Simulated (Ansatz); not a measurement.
# HfB: the cost of one run

Method: DFT PBEsol, scalar-relativistic, plane waves, PAW, in Ansatz 0.2.0.

1 further run of the same task is left out (set aside as unsound or not needed).

## 1. Starting point

The structure is cubic, space group Fm-3m (No. 225). Conventional cell: a = 4.787 Å, b = 4.787 Å, c = 4.787 Å, α = 90.00°, β = 90.00°, γ = 90.00°. Hf (site symmetry m-3m) is surrounded by 6 B at 2.39 Å. B (site symmetry m-3m) is surrounded by 6 Hf at 2.39 Å.

Structure file:

```
CELL_PARAMETERS angstrom
0.00000 2.39370 2.39370
2.39370 0.00000 2.39370
2.39370 2.39370 0.00000
ATOMIC_POSITIONS crystal
Hf 0.50000 0.50000 0.50000
B 0.00000 0.00000 0.00000
```

It is the result of an earlier relaxation at this level (volume 13.72 Å³/atom; gap on the mesh: none (metal)).

## 2. Plan of the line

The energy is mapped over a normal mode and a strain (zone-centre modes of the cell shown) (x along [1 0 0], y along [0 1 0], z along [0 0 1] of the conventional cell).

- amplitude of mode 4 (471 cm⁻¹), largest displacement in the unstrained cell: 7 values from −0.113 to 0.113 Å
- normal strain along x: 7 values from −7.00 to 7.00 %

Nothing else is relaxed (the pattern is fixed in fractional coordinates). Energies count from the relaxed high-symmetry cell. Points are written as (first, second).

The modes come from a phonon run on the reference cell, made beforehand.

Displacement patterns for an amplitude of 1 (Å):

| atom | x1 | y1 | z1 |
| --- | --- | --- | --- |
| Hf1 | -0.061 | 0.000 | 0.000 |
| B2 | 1.000 | 0.000 | 0.000 |

## 3. Grid point (−0.075 Å, −7.00 %)

input.yaml

```yaml
crystal:
  lattice:
    - [0.0, 2.3936993068, 2.3936993068]
    - [2.2261403553, 0.0, 2.3936993068]
    - [2.2261403553, 2.3936993068, 0.0]
  atoms:
    - { symbol: Hf, position: [0.4990473968, 0.5009526032, 0.5009526032] }
    - { symbol: B, position: [0.0157287926, -0.0157287926, -0.0157287926] }
basis:
  ecutwfc: 520.0
kpoints:
  mp_grid: { grid: [16, 16, 16] }
hamiltonian:
  xc: pbesol
  pseudopotentials: { kind: paw }
scf:
  occupations: { method: gaussian, width: 0.15 }
output:
  forces: true
  stress: true
  eigenvalues: true
  write_density: true
  write_potential: true
  elf: true
  volumetric_format: npy
```

Run with:

```console
> ansatz run input.yaml --threads 1 --pin off --max-ram 2048MiB --backend cpu --events-out ev --progress --plain --runs-dir out
```

What time and memory should one allow on 1 thread of Arm Neoverse N1, shared host?

About 50 s, with a peak of 0.49 GiB.
